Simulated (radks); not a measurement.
# Numerical settings for Re

How sensitive is the result for neutral rhenium to mesh, mixing and thresholds? A default run comes first. The defaults are a mesh step of 0.008 in ln r, a mesh end at 40 bohr or more, Anderson mixing 0.5 over 9 steps and a tight residual threshold, with the energy settled to 1e-9 hartree as well; every run has a cap on iterations.

Method: scalar-relativistic Kohn-Sham, PBE, spin-unpolarised, spherical densities, finite nucleus. Code: radks (a radial shooting solver on a logarithmic mesh, Libxc functionals) version 1.

### 1 The atom as given

```
element            : rhenium (Z = 75)
charge             : 0
electrons          : 75
configuration      : [Xe] 4f14 5d5 6s2
nuclear rms radius : 5.3698 fm
```

The outer shells:

Re
```
[Xe] core
4f [↑↓][↑↓][↑↓][↑↓][↑↓][↑↓][↑↓]
5d [↑ ][↑ ][↑ ][↑ ][↑ ]
6s [↑↓]
```

### 2 Default settings

The run's settings:

```text
Z 75
configuration [Xe] 4f14 5d5 6s2
relativity scalar-relativistic
functional pbe,pbe
spin unpolarised
nucleus finite rms 5.3698 fm
c 137.035999084
max_iterations 93
```

Run with:

```sh
> python run_ks.py task.json out
```

The same process makes all the runs of this session.

### 3 Mesh step in ln r 0.08

Settings, as their differences from step 2:

```diff
@@ -7,2 +7,3 @@
 c 137.035999084
+mesh_step 0.08
 max_iterations 93
```

### 4 Mesh step in ln r 0.003

Settings, as their differences from step 3:

```diff
@@ -7,3 +7,3 @@
 c 137.035999084
-mesh_step 0.08
+mesh_step 0.003
 max_iterations 93
```

### 5 Mesh step in ln r 0.03

Settings, as their differences from step 4:

```diff
@@ -7,3 +7,3 @@
 c 137.035999084
-mesh_step 0.003
+mesh_step 0.03
 max_iterations 93
```

### 6 Mesh end (bohr) 3

Settings, as their differences from step 5:

```diff
@@ -7,3 +7,3 @@
 c 137.035999084
-mesh_step 0.03
+mesh_end 3
 max_iterations 93
```

### 7 Mesh end (bohr) 12

Settings, as their differences from step 6:

```diff
@@ -7,3 +7,3 @@
 c 137.035999084
-mesh_end 3
+mesh_end 12
 max_iterations 93
```

### 8 Residual threshold 1e-13

Settings, as their differences from step 7:

```diff
@@ -7,3 +7,3 @@
 c 137.035999084
-mesh_end 12
+threshold 1e-13
 max_iterations 93
```

### 9 Residual threshold 0.1

Settings, as their differences from step 8:

```diff
@@ -7,3 +7,3 @@
 c 137.035999084
-threshold 1e-13
+threshold 0.1
 max_iterations 93
```

### 10 Mixing 1.5

Settings, as their differences from step 9:

```diff
@@ -7,3 +7,3 @@
 c 137.035999084
-threshold 0.1
+mixing 1.5
 max_iterations 93
```

### 11 Mixing history 1, mixing 0.8

Settings, as their differences from step 10:

```diff
@@ -7,3 +7,4 @@
 c 137.035999084
-mixing 1.5
+history 1
+mixing 0.8
 max_iterations 93
```

### 12 Mixing history 1, mixing 1

Settings, as their differences from step 11:

```diff
@@ -8,3 +8,3 @@
 history 1
-mixing 0.8
+mixing 1
 max_iterations 93
```

### 13 Mixing history 3

Settings, as their differences from step 12:

```diff
@@ -7,4 +7,3 @@
 c 137.035999084
-history 1
-mixing 1
+history 3
 max_iterations 93
```

### 14 Iteration cap 3

Settings, as their differences from step 13:

```diff
@@ -7,3 +7,2 @@
 c 137.035999084
-history 3
-max_iterations 93
+max_iterations 3
```

**Question.** What will these runs give? Wanted: for each run, setting; iterations; converged; change of E.

As calculated:

| setting | mesh points | iterations | converged | change of E (mhartree) | time |
| --- | --- | --- | --- | --- | --- |
| Default settings | 2440 | 15 | yes | 0 | 0.2 s |
| mesh step in ln r 0.08 | 244 | 4 | no | - | 0.02 s |
| mesh step in ln r 0.003 | 6507 | 18 | yes | 0 | 0.57 s |
| mesh step in ln r 0.03 | 651 | 14 | yes | -0.001639 | 0.07 s |
| mesh end (bohr) 3 | 1865 | 15 | no | - | 0.15 s |
| mesh end (bohr) 12 | 2038 | 15 | yes | +0.01997 | 0.19 s |
| residual threshold 1e-13 | 2440 | 30 | yes | 0 | 0.28 s |
| residual threshold 0.1 | 2440 | 10 | yes | -0.0002634 | 0.16 s |
| mixing 1.5 | 2440 | 17 | yes | 0 | 0.22 s |
| mixing history 1, mixing 0.8 | 2440 | 93 | no | - | 2.4 s |
| mixing history 1, mixing 1 | 2440 | 93 | no | - | 3.6 s |
| mixing history 3 | 2440 | 17 | yes | 0 | 0.21 s |
| iteration cap 3 | 2440 | 3 | no | - | 0.05 s |

A zero stands for a change under the printed digits. No run that converges misses the default energy by more than 1 mhartree. Not converged or rejected: mesh step in ln r 0.08; mesh end (bohr) 3; mixing history 1, mixing 0.8; mixing history 1, mixing 1; iteration cap 3. A mesh that ends early acts as a hard wall.
